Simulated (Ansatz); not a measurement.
KYMg6:

```
Y K Mg
1.0
     5.39871    0.00000    0.00000
     0.00000    3.48480    5.87942
     0.00000   -3.48480    5.87942
Y K Mg
1 1 6
Direct
  0.00000 0.84683 0.84683
  0.50000 0.64961 0.64961
  0.50000 0.16645 0.16645
  0.50000 0.66826 0.15344
  0.50000 0.15344 0.66826
  0.00000 0.34405 0.34405
  0.00000 0.85098 0.32037
  0.00000 0.32037 0.85098
```

The cell comes from a database or a generator and needn't be the stable form of this composition.

* Program: Ansatz 0.2.0
* Task: single point
* Functional: PBE
* Potentials or basis: Ansatz PAW
* Cutoff: 420 eV (not typed: the program's choice for these potentials)
* k mesh: 5 × 5 × 5
* Occupations: fermi-dirac, width 0.05 eV
* Spin: no spin polarisation

On this cell: pressure 0.0 GPa; largest force 0.069 eV/Å; band gap on the k mesh none (metal or under the smearing width).

The same run follows on a disturbed copy (atoms moved at random, drawn with an rms of 0.05 Å):

```
Y K Mg
1.0
     5.39871    0.00000    0.00000
     0.00000    3.48480    5.87942
     0.00000   -3.48480    5.87942
Y K Mg
1 1 6
Direct
  0.00095 0.84287 0.84790
  0.50234 0.64755 0.64846
  0.50970 0.16857 0.16307
  0.49356 0.66542 0.15439
  0.49137 0.14463 0.67187
  0.00962 0.34560 0.34258
  0.00177 0.84602 0.31258
  0.00008 0.31784 0.85376
```

Problem. What changes?

Solution. The energy (extrapolated to zero smearing) moves by +2.4 meV/atom; pressure 0.1 GPa; largest force 0.207 eV/Å; band gap on the k mesh none (metal or under the smearing width).

Forces in eV/Å, atoms in the order of the input:
```
Y   -0.159  0.056 -0.088
K   -0.021  0.021 -0.082
Mg  -0.050 -0.060 -0.011
Mg   0.126  0.039 -0.065
Mg   0.145  0.064  0.032
Mg  -0.109 -0.061 -0.001
Mg   0.019 -0.019  0.205
Mg   0.049 -0.039  0.010
```

Stress tensor (GPa, compression positive):
```
 0.22  0.03  0.06
 0.03 -0.03 -0.08
 0.06 -0.08  0.09
```
